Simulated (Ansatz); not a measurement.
# Cl2FGeH: the cost of one run

Method: RKS B3LYP/def2-SVP, in Ansatz 0.2.0.

## 1. Starting point

Bond lengths: Ge1–F2 1.680 Å, Ge1–Cl3 2.220 Å, Ge1–Cl4 2.218 Å, Ge1–H5 1.549 Å. Angles: F2–Ge1–Cl3 109.5°, F2–Ge1–Cl4 109.5°, F2–Ge1–H5 109.5°, Cl3–Ge1–Cl4 109.5°, Cl3–Ge1–H5 109.5°, Cl4–Ge1–H5 109.5°.

Coordinates:

```xyz
5

Ge    0.0000    0.0000    0.0000
F     0.0000    0.0000    1.6800
Cl    2.0935    0.0000   -0.7393
Cl   -1.0456    1.8115   -0.7393
H    -0.7300   -1.2648   -0.5162
```

## 2. Preparing the start

File input.yaml:

```yaml
crystal:
  periodic: [false, false, false]
  atoms:
    - { symbol: Ge, position_ang: [0.0, 0.0, 0.0] }
    - { symbol: F, position_ang: [0.0, 0.0, 1.68] }
    - { symbol: Cl, position_ang: [2.0935, 0.0, -0.7393] }
    - { symbol: Cl, position_ang: [-1.0456, 1.8115, -0.7393] }
    - { symbol: H, position_ang: [-0.73, -1.2648, -0.5162] }
basis:
  gaussian: { orbitals: def2-SVP }
hamiltonian:
  xc: b3lyp
relax:
  f_tol: 0.02
  max_steps: 40
output:
  orbitals: {}
```

Launch:

```bash
$ ansatz run input.yaml --threads 1 --pin off --max-ram 2048MiB --backend cpu --events-out ev --progress --plain --runs-dir out
```

What time and memory should one allow on 1 thread of Intel Xeon Platinum 8488C (Sapphire Rapids), shared host?

About 9.4 s, with a peak of 0.21 GiB.
